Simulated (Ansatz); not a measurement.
# C3H7Al: the cost of one run

Computed with Ansatz 0.2.0, Gaussian basis. Level: the settings change from run to run.

## 1. The geometry

The geometry comes from an earlier relaxation with PBE0-D4 in a triple-zeta def2 set; it is a stationary point, not always the lowest conformer.

11 atoms, charge 0, spin multiplicity 1.

Atoms are counted from 1 here; the program's logs count them from 0.

Bond lengths: C1–Al2 1.943 Å, C1–H5 1.092 Å, C1–H6 1.092 Å, C1–H7 1.095 Å, Al2–C3 1.905 Å, Al2–C4 1.905 Å, C3–C4 1.592 Å, C3–H8 1.089 Å, C3–H9 1.089 Å, C4–H10 1.089 Å, C4–H11 1.089 Å. Angles: Al2–C1–H5 111.9°, Al2–C1–H6 111.7°, Al2–C1–H7 109.4°, H5–C1–H6 108.8°, H5–C1–H7 107.5°, H6–C1–H7 107.3°, C1–Al2–C3 155.2°, C1–Al2–C4 155.4°, C3–Al2–C4 49.4°, Al2–C3–C4 65.3°, Al2–C3–H8 122.7°, Al2–C3–H9 122.4°, C4–C3–H8 114.4°, C4–C3–H9 114.3°, H8–C3–H9 109.6°, Al2–C4–C3 65.3°, Al2–C4–H10 122.4°, Al2–C4–H11 122.7° and more.

## 2. PBE0-DH/cc-pVTZ-DK

Options: multiplicity 3, the search for lower states set to full.

Contents of in.yaml:

```yaml
crystal:
  periodic: [false, false, false]
  atoms:
    - {symbol: C, position_ang: [-1.177860, 1.754879, -0.695873]}
    - {symbol: Al, position_ang: [-0.132760, 0.233812, -0.088547]}
    - {symbol: C, position_ang: [0.569280, -0.977093, 1.204100]}
    - {symbol: C, position_ang: [0.985279, -1.294345, -0.299552]}
    - {symbol: H, position_ang: [-0.790885, 2.167313, -1.630006]}
    - {symbol: H, position_ang: [-1.209083, 2.548745, 0.053610]}
    - {symbol: H, position_ang: [-2.209847, 1.438030, -0.879088]}
    - {symbol: H, position_ang: [-0.035802, -1.749593, 1.676961]}
    - {symbol: H, position_ang: [1.402976, -0.716562, 1.855068]}
    - {symbol: H, position_ang: [0.610193, -2.244040, -0.678989]}
    - {symbol: H, position_ang: [2.053809, -1.218248, -0.496982]}
basis:
  gaussian: {orbitals: cc-pVTZ-DK}
magnetization: {spin_polarized: true, initial_magnetization: 2}
hamiltonian: {xc: {name: PBE0-DH}}
scf: {lower_state_search: full}
output: {forces: true}
```

Run with:

```
$ ansatz run in.yaml --threads 2 --pin off --events-out ev --progress --plain --max-ram 4352MiB
```

What time and memory should one allow on 2 threads of Arm Neoverse V1, shared host?

About 92 s, with a peak of 1.1 GiB.
